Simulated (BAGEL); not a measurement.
# triplet Si2H5OF at 3 levels

We compute a comparison of 3 runs (UHF/STO-3G, ROHF/6-31G*, ROHF/cc-pVDZ) of triplet Si2H5OF. 

Program for the calculation: BAGEL 1.2.2.

3 further runs of the same task are left out: 1 that didn't finish, 2 set aside as unsound or not needed.

## 1. The structure to begin with

Si2H5OF has 9 atoms, charge 0, and is taken as a triplet. SMILES of the parent species: `O[SiH2][SiH2]F`. The coordinates come from a PBE0-D4/def2-TZVP relaxation. This is one conformer, not always the lowest. That shape belongs to the parent species and isn't relaxed for this state.

Bond lengths: O1–Si2 1.651 Å, Si2–Si3 2.352 Å, Si3–F4 1.607 Å, O1–H5 0.958 Å, Si2–H6 1.494 Å, Si2–H7 1.483 Å, Si3–H8 1.488 Å, Si3–H9 1.490 Å. Some angles: O1–Si2–Si3 113.4°, Si2–Si3–F4 111.2°, O1–Si2–H6 111.7°, O1–Si2–H7 105.7°, Si3–Si2–H6 106.2°, Si3–Si2–H7 111.0°, Si2–O1–H5 118.1°, Si2–Si3–H8 110.7°, Si2–Si3–H9 111.2°, F4–Si3–H8 107.9°.

## 2. A single-point energy at UHF/STO-3G (density fitting with qzvpp-jkfit) (run 1)

job.json reads:

```json
{ "bagel" : [

{
  "title" : "molecule",
  "basis" : "sto-3g",
  "df_basis" : "qzvpp-jkfit",
  "angstrom" : true,
  "geometry" : [
    { "atom" : "O", "xyz" : [   -0.736600,    1.478100,   -1.289100 ] },
    { "atom" : "Si", "xyz" : [    0.519200,    0.652700,   -0.604800 ] },
    { "atom" : "Si", "xyz" : [   -0.171900,   -1.086100,    0.820800 ] },
    { "atom" : "F", "xyz" : [   -0.961500,   -2.225600,    0.008000 ] },
    { "atom" : "H", "xyz" : [   -1.388700,    1.870700,   -0.707600 ] },
    { "atom" : "H", "xyz" : [    1.385300,    1.547800,    0.220500 ] },
    { "atom" : "H", "xyz" : [    1.318300,    0.125300,   -1.737200 ] },
    { "atom" : "H", "xyz" : [    1.000300,   -1.724100,    1.479000 ] },
    { "atom" : "H", "xyz" : [   -1.090400,   -0.581300,    1.879500 ] }
  ]
},
{
  "title" : "uhf",
  "charge" : 0,
  "nopen" : 2
},
{
  "title" : "print",
  "file" : "orbitals.molden",
  "orbitals" : true
}

]}
```

Command:

```
$ BAGEL_NUM_THREADS=1 BAGEL job.json > job.out
```

Log:

```text
* using 1 threads per process

  ===============================================================
  ===============================================================

  *** Geometry ***

  { "atom" : "O", "xyz" : [     -1.391972,      2.793204,     -2.436046 ] },
  { "atom" : "Si", "xyz" : [      0.981146,      1.233424,     -1.142906 ] },
  { "atom" : "Si", "xyz" : [     -0.324844,     -2.052432,      1.551087 ] },
  { "atom" : "F", "xyz" : [     -1.816972,     -4.205774,      0.015118 ] },
  { "atom" : "H", "xyz" : [     -2.624263,      3.535111,     -1.337170 ] },
  { "atom" : "H", "xyz" : [      2.617838,      2.924918,      0.416685 ] },
  { "atom" : "H", "xyz" : [      2.491226,      0.236783,     -3.282832 ] },
  { "atom" : "H", "xyz" : [      1.890293,     -3.258077,      2.794905 ] },
  { "atom" : "H", "xyz" : [     -2.060557,     -1.098498,      3.551740 ] },

  Number of auxiliary basis functions:      500

  Since a DF basis is specified, we compute 2- and 3-index integrals:
    o Being stored without compression. Storage requirement is 0.004 GB

  Number of basis functions:       33
  Number of electrons      :       50

    * METHOD: MOLECULE                             0.17

  *** Open-shell HF ***

  === Nuclear Repulsion ===
   222.2607047634

      * DIIS with orbital gradients will be used.

  === UHF iteration (sto-3g) ===
      0       -745.52317045          0.03089379           0.05
      1       -745.65216483          0.01512874           0.04
      2       -745.68101695          0.00583734           0.04
      3       -745.68784729          0.00190894           0.04
      4       -745.69198417          0.00087585           0.04
      5       -745.69305527          0.00055729           0.04
      6       -745.69364303          0.00032711           0.04
      7       -745.69378397          0.00022257           0.04
      8       -745.69386076          0.00009062           0.04
      9       -745.69387424          0.00004787           0.04
     10       -745.69387813          0.00002623           0.04
     11       -745.69387927          0.00001348           0.04
     12       -745.69387961          0.00000578           0.04
     13       -745.69387967          0.00000315           0.05
     14       -745.69387969          0.00000158           0.05
     15       -745.69387969          0.00000088           0.04
     16       -745.69387969          0.00000030           0.05
     17       -745.69387969          0.00000011           0.05
     18       -745.69387969          0.00000005           0.05
     19       -745.69387969          0.00000002           0.05
     20       -745.69387969          0.00000001           0.05
     21       -745.69387969          0.00000001           0.05
    * SCF iteration converged.

    * S^2 (UHF) is 2.0061

    * Permanent dipole moment:
           (   -0.044129,    -0.430319,    -0.500853) a.u.

    * METHOD: UHF                                  1.08

    * METHOD: PRINT                                0.00

  ===============================================================
```

Wall time 1.5 s (1 thread of AMD EPYC 7B13 (Zen 3), shared host); peak memory 0.081 GiB.

## 3. The energy at ROHF/6-31G(d) (density fitting with qzvpp-jkfit, spherical functions) (run 2)

input.json reads:

```json
{ "bagel" : [

{
  "title" : "molecule",
  "basis" : "6-31gs.json",
  "df_basis" : "qzvpp-jkfit",
  "angstrom" : "true",
  "geometry" : [
    { "atom" : "O", "xyz" : [   -0.736600,    1.478100,   -1.289100 ] },
    { "atom" : "Si", "xyz" : [    0.519200,    0.652700,   -0.604800 ] },
    { "atom" : "Si", "xyz" : [   -0.171900,   -1.086100,    0.820800 ] },
    { "atom" : "F", "xyz" : [   -0.961500,   -2.225600,    0.008000 ] },
    { "atom" : "H", "xyz" : [   -1.388700,    1.870700,   -0.707600 ] },
    { "atom" : "H", "xyz" : [    1.385300,    1.547800,    0.220500 ] },
    { "atom" : "H", "xyz" : [    1.318300,    0.125300,   -1.737200 ] },
    { "atom" : "H", "xyz" : [    1.000300,   -1.724100,    1.479000 ] },
    { "atom" : "H", "xyz" : [   -1.090400,   -0.581300,    1.879500 ] }
  ]
},
{ "title" : "rohf", "nopen" : 2 },
{ "title" : "print", "file" : "orbitals.molden", "orbitals" : "true" }

]}
```

The basis set 6-31G* is read from a file made from the Basis Set Exchange's data (not shown).

Command:

```
$ BAGEL_NUM_THREADS=1 BAGEL input.json > input.out
```

Log:

```text
* using 1 threads per process

  ===============================================================
  ===============================================================

  *** Geometry ***

  { "atom" : "O", "xyz" : [     -1.391972,      2.793204,     -2.436046 ] },
  { "atom" : "Si", "xyz" : [      0.981146,      1.233424,     -1.142906 ] },
  { "atom" : "Si", "xyz" : [     -0.324844,     -2.052432,      1.551087 ] },
  { "atom" : "F", "xyz" : [     -1.816972,     -4.205774,      0.015118 ] },
  { "atom" : "H", "xyz" : [     -2.624263,      3.535111,     -1.337170 ] },
  { "atom" : "H", "xyz" : [      2.617838,      2.924918,      0.416685 ] },
  { "atom" : "H", "xyz" : [      2.491226,      0.236783,     -3.282832 ] },
  { "atom" : "H", "xyz" : [      1.890293,     -3.258077,      2.794905 ] },
  { "atom" : "H", "xyz" : [     -2.060557,     -1.098498,      3.551740 ] },

  Number of auxiliary basis functions:      500

  Since a DF basis is specified, we compute 2- and 3-index integrals:
    o Being stored without compression. Storage requirement is 0.022 GB

  Number of basis functions:       74
  Number of electrons      :       50

    * METHOD: MOLECULE                             0.37

  *** Open-shell HF ***

  === Nuclear Repulsion ===
   222.2607047634

      * DIIS with orbital gradients will be used.

  === ROHF iteration (6-31gs.json) ===
      0       -754.54264078          0.05087125           0.13
      1       -754.66503696          0.04469765           0.13
      2       -754.75817977          0.03373568           0.12
      3       -754.88568242          0.00230831           0.12
      4       -754.88862361          0.00159389           0.12
      5       -754.89013206          0.00085521           0.12
      6       -754.89095990          0.00039346           0.12
      7       -754.89121106          0.00017532           0.12
      8       -754.89129163          0.00010604           0.12
      9       -754.89133566          0.00008949           0.13
     10       -754.89136559          0.00008414           0.12
     11       -754.89139803          0.00007835           0.12
     12       -754.89147427          0.00007041           0.17
     13       -754.89155235          0.00006195           0.16
     14       -754.89159960          0.00005457           0.11
     15       -754.89167306          0.00004466           0.14
[... 21 lines of this table left out ...]
     37       -754.89173892          0.00000018           0.11
     38       -754.89173891          0.00000014           0.11
     39       -754.89173891          0.00000009           0.11
     40       -754.89173892          0.00000007           0.11
     41       -754.89173891          0.00000005           0.12
     42       -754.89173891          0.00000002           0.11
     43       -754.89173892          0.00000002           0.11
     44       -754.89173892          0.00000001           0.11
    * SCF iteration converged.

    * S^2 (ROHF) is 2.0000

    * Permanent dipole moment:
           (   -0.234512,    -0.695764,    -0.757906) a.u.

    * METHOD: ROHF                                 5.40

    * METHOD: PRINT                                0.02

  ===============================================================
```

Run time: 6.3 s. Hardware: 1 thread of AMD EPYC 7B13 (Zen 3), shared host; peak memory 0.11 GiB.

## 4. The energy at ROHF/cc-pVDZ (density fitting with qzvpp-jkfit) (run 3)

job.json reads:

```json
{ "bagel" : [

{
  "title" : "molecule",
  "basis" : "cc-pvdz.json",
  "df_basis" : "qzvpp-jkfit",
  "angstrom" : "true",
  "geometry" : [
    { "atom" : "O", "xyz" : [      -0.736600,       1.478100,      -1.289100 ] },
    { "atom" : "Si", "xyz" : [       0.519200,       0.652700,      -0.604800 ] },
    { "atom" : "Si", "xyz" : [      -0.171900,      -1.086100,       0.820800 ] },
    { "atom" : "F", "xyz" : [      -0.961500,      -2.225600,       0.008000 ] },
    { "atom" : "H", "xyz" : [      -1.388700,       1.870700,      -0.707600 ] },
    { "atom" : "H", "xyz" : [       1.385300,       1.547800,       0.220500 ] },
    { "atom" : "H", "xyz" : [       1.318300,       0.125300,      -1.737200 ] },
    { "atom" : "H", "xyz" : [       1.000300,      -1.724100,       1.479000 ] },
    { "atom" : "H", "xyz" : [      -1.090400,      -0.581300,       1.879500 ] }
  ]
},

{
  "title" : "rohf",
  "nopen" : 2
},

{
  "title" : "print",
  "file" : "orbitals.molden",
  "orbitals" : "true"
}

]}
```

The basis set cc-pVDZ is read from a file made from the Basis Set Exchange's data (not shown).

Command:

```
$ BAGEL_NUM_THREADS=1 BAGEL job.json > job.out
```

Log:

```text
* using 1 threads per process

  ===============================================================
  ===============================================================

  *** Geometry ***

  { "atom" : "O", "xyz" : [     -1.391972,      2.793204,     -2.436046 ] },
  { "atom" : "Si", "xyz" : [      0.981146,      1.233424,     -1.142906 ] },
  { "atom" : "Si", "xyz" : [     -0.324844,     -2.052432,      1.551087 ] },
  { "atom" : "F", "xyz" : [     -1.816972,     -4.205774,      0.015118 ] },
  { "atom" : "H", "xyz" : [     -2.624263,      3.535111,     -1.337170 ] },
  { "atom" : "H", "xyz" : [      2.617838,      2.924918,      0.416685 ] },
  { "atom" : "H", "xyz" : [      2.491226,      0.236783,     -3.282832 ] },
  { "atom" : "H", "xyz" : [      1.890293,     -3.258077,      2.794905 ] },
  { "atom" : "H", "xyz" : [     -2.060557,     -1.098498,      3.551740 ] },

  Number of auxiliary basis functions:      500

  Since a DF basis is specified, we compute 2- and 3-index integrals:
    o Being stored without compression. Storage requirement is 0.032 GB

  Number of basis functions:       89
  Number of electrons      :       50

    * METHOD: MOLECULE                             0.26

  *** Open-shell HF ***

  === Nuclear Repulsion ===
   222.2607047634

      * DIIS with orbital gradients will be used.

  === ROHF iteration (cc-pvdz.json) ===
      0       -754.61253514          0.03272429           0.16
      1       -754.75713741          0.02922867           0.15
      2       -754.83984563          0.01983857           0.15
      3       -754.93445342          0.00228241           0.19
      4       -754.93756771          0.00115533           0.15
      5       -754.93866173          0.00059830           0.15
      6       -754.93908473          0.00021887           0.15
      7       -754.93923457          0.00013228           0.15
      8       -754.93929756          0.00010786           0.15
      9       -754.93935204          0.00009917           0.15
     10       -754.93938744          0.00009641           0.16
     11       -754.93944317          0.00009163           0.15
     12       -754.93952873          0.00008799           0.14
     13       -754.93962524          0.00008285           0.14
     14       -754.93969238          0.00007619           0.14
     15       -754.93990130          0.00008751           0.14
     16       -754.93993946          0.00007079           0.14
     17       -754.93996216          0.00007024           0.14
     18       -754.93995732          0.00004553           0.15
     19       -754.94000717          0.00005514           0.14
     20       -754.94002625          0.00001731           0.14
     21       -754.94003271          0.00001872           0.14
     22       -754.94003898          0.00000958           0.14
     23       -754.94003919          0.00001056           0.14
     24       -754.94003930          0.00000424           0.14
     25       -754.94003978          0.00000203           0.15
     26       -754.94003999          0.00000111           0.14
     27       -754.94004018          0.00000068           0.14
     28       -754.94004017          0.00000040           0.14
     29       -754.94004021          0.00000030           0.14
     30       -754.94004021          0.00000020           0.14
     31       -754.94004022          0.00000015           0.14
     32       -754.94004023          0.00000013           0.14
     33       -754.94004023          0.00000010           0.14
     34       -754.94004023          0.00000009           0.14
     35       -754.94004023          0.00000007           0.14
     36       -754.94004023          0.00000005           0.14
     37       -754.94004022          0.00000004           0.14
     38       -754.94004023          0.00000002           0.14
     39       -754.94004024          0.00000001           0.14
     40       -754.94004024          0.00000000           0.14
    * SCF iteration converged.

    * S^2 (ROHF) is 2.0000

    * Permanent dipole moment:
           (   -0.304812,    -0.907573,    -0.537727) a.u.

    * METHOD: ROHF                                 6.11

    * METHOD: PRINT                                0.03

  ===============================================================
```

Run time: 6.9 s. Hardware: 1 thread of AMD EPYC 7B13 (Zen 3), shared host; peak memory 0.13 GiB.

## 5. Overview of the runs

```csv
run,level,energy (Eh),dipole moment (D),⟨S²⟩,wall time
1,UHF/STO-3G (density fitting with qzvpp-jkfit),-745.693880,1.68,2.006,1.5 s
2,"ROHF/6-31G* (density fitting with qzvpp-jkfit, spherical functions)",-754.891739,2.68,2.000,6.3 s
3,ROHF/cc-pVDZ (density fitting with qzvpp-jkfit),-754.940040,2.79,2.000,6.9 s
```

## 6. Outcome

```
            quantity          value
 run 3: total energy  -754.94004 Eh
run 3: dipole moment         2.79 D
         run 3: ⟨S²⟩          2.000
```

In words: The dipole moment (its size) runs from 1.68 D (UHF/STO-3G) to 2.79 D (ROHF/cc-pVDZ). The two ends differ in method and basis. In run 1 the basis is minimal, so the values are rough. All runs together took 15 s, the longest 6.9 s.
